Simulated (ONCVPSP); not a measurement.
# An ONCV potential for F, from input to tests

Aim: build the potential from the settings below, then test how well it stands in for the atom: other configurations, scattering, ghost states and the plane-wave cutoff that it needs.

The numbers are computed with ONCVPSP 4.0.1.1 (patched build) (PBE, scalar-relativistic, spin-unpolarised reference atom).

## Step 1: The design

Typed settings, in words:

- element: fluorine (F, Z = 9)
- type: optimised norm-conserving Vanderbilt (ONCV)
- frozen core: [He]
- valence charge: 7
- reference configuration: 2s2 2p5
- partial waves: 2s: rc 0.65 bohr, ncon 4, nbas 7, qcut 9.1 1/bohr, 2 projectors, debl 3.2 Ha; 2p: rc 1.20 bohr, ncon 4, nbas 7, qcut 10.1 1/bohr, 2 projectors, debl 2.2 Ha; d scattering state at 0.1 Ha: rc 1.15 bohr, ncon 3, nbas 7, qcut 9 1/bohr, 2 projectors, debl 3.7 Ha
- local potential: polynomial inside 0.60 bohr (lpopt 5, dvloc0 6 Ha)
- core correction: Teter function, fcfact 3.25, rcfact 1.1

An earlier all-electron run gives the scale for the radii.

All-electron outer shells of the reference configuration (PBE, scalar-relativistic, ld1.x):

```csv
shell,level (eV),outermost node (bohr),outermost maximum (bohr)
1s,-663.37,–,0.11
2s,-29.90,0.24,0.76
2p,-11.11,–,0.71
```

## Step 2: Generation

F.dat reads:

```
# ATOM AND REFERENCE CONFIGURATION
# atsym  z   nc   nv     iexc    psfile
  F 9.00    1    2        4      upf
#
#   n    l    f
    1    0    2.00
    2    0    2.00
    2    1    5.00
#
# PSEUDOPOTENTIAL AND OPTIMIZATION
# lmax
    2
#
#   l,   rc,      ep,       ncon, nbas, qcut
    0    0.65    0.00    4    7    9.10
    1    1.20    0.00    4    7   10.10
    2    1.15    0.10    3    7    9.00
#
# LOCAL POTENTIAL
# lloc, lpopt,  rc(5),   dvloc0
    4    5    0.60    6.00
#
# VANDERBILT-KLEINMAN-BYLANDER PROJECTORs
# l, nproj, debl
    0    2    3.20
    1    2    2.20
    2    2    3.70
#
# MODEL CORE CHARGE
# icmod, fcfact, rcfact
    3    3.25    1.10
#
# LOG DERIVATIVE ANALYSIS
# epsh1, epsh2, depsh
   -3.00    5.00    0.02
#
# OUTPUT GRID
# rlmax, drl
    6.00    0.01
#
# TEST CONFIGURATIONS
# ncnf
    4
# nvcnf
#   n    l    f
    2
    2    0    2.00
    2    1    4.00
#
    2
    2    0    2.00
    2    1    3.00
#
    2
    2    0    2.00
    2    1    2.00
#
    2
    2    0    2.00
    2    1    4.50
#
```

Run with:

```bash
$ oncvpsp.x < F.dat > F.out
```

Before running it: what results should come out? Wanted: cutoffs for 1 and 0.1 mHa per electron, occupied waves; bound ghosts; GHOST(+) flags; largest test error; largest phase difference near zero energy, channels read; rms error of d²Exc/dn², without and with the model core.

The runs gave:

```
                                                quantity                  value
  cutoffs for 1 and 0.1 mHa per electron, occupied waves      102 Ha and 242 Ha
                                            bound ghosts             none found
                                          GHOST(+) flags     none at low energy
                            largest test error (AE − PS)  +531 meV, for 2s2 2p2
largest phase difference near zero energy, channels read              0.000 rad
 rms error of d²Exc/dn², without and with the model core      1.85 and 1.96 mHa
```

By total energies transferability is poor: the largest error is 531 meV on 118.4 eV, for 2s2 2p2. That test lies far up in energy; among those under 40 eV, nearer to bonding, the largest error is 15 meV. The potential is very hard: the looser tolerance needs 102 Ha. At the looser tolerance the 2s wave is the slowest; 2p needs 41 Ha. The program's ghost test flags no bound state. Near zero energy the phases of the channels with partial waves agree within 0.001 rad.
